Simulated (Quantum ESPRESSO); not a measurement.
**BIr under changes of volume**

One of the cells (10.832 Å³/atom); the others are scaled copies at fixed shape and fractional positions:

```xyz
2
Lattice="3.0421 0.0000 0.0000 -1.5211 2.6345 0.0000 0.0000 0.0000 2.7030" Properties=species:S:1:pos:R:3 pbc="T T T"
Ir    1.5211    0.8782    0.0000
B     0.0000    0.0000    1.3515
```

The cell comes from a database or a generator and needn't be the stable form of this composition.

| Item | Value |
| --- | --- |
| Program | Quantum ESPRESSO 7.5 |
| Functional | r2SCAN |
| Potentials or basis | SG15 PBE 1.2 |
| Cutoff | 952 eV |
| Density cutoff | 3810 eV |
| k mesh | 8 × 8 × 8 |
| Occupations | fermi-dirac, width 0.05 eV |
| Spin | no spin polarisation |

```tsv
volume (Å³/atom)	energy over the lowest point (meV/atom)	pressure (GPa)
10.182	34.27	20.5
10.398	12.46	12.1
10.615	1.41	4.5
10.832	0.00	-2.2
11.048	7.23	-8.3
11.265	22.18	-13.7
11.481	?	?
```

What does the run at 11.481 Å³/atom give?

Energy over the lowest point 44.06 meV/atom; pressure -18.5 GPa.

Worked out: A Birch-Murnaghan fit of order 3 (a polynomial in V^(-2/3)) to the other rows has its minimum at 10.76 Å³/atom with B0 = V·E''(V) = 329 GPa and B' = 4.6 at fixed shape and positions, which overstates the stiffness. It gives 43.92 meV/atom at 11.481 Å³/atom, against the run's 44.06, and -dE/dV = -18.5 GPa, against -18.5.

Energies are extrapolated to zero smearing.

Caveats: the potentials were made for another functional, which shifts forces and pressure.
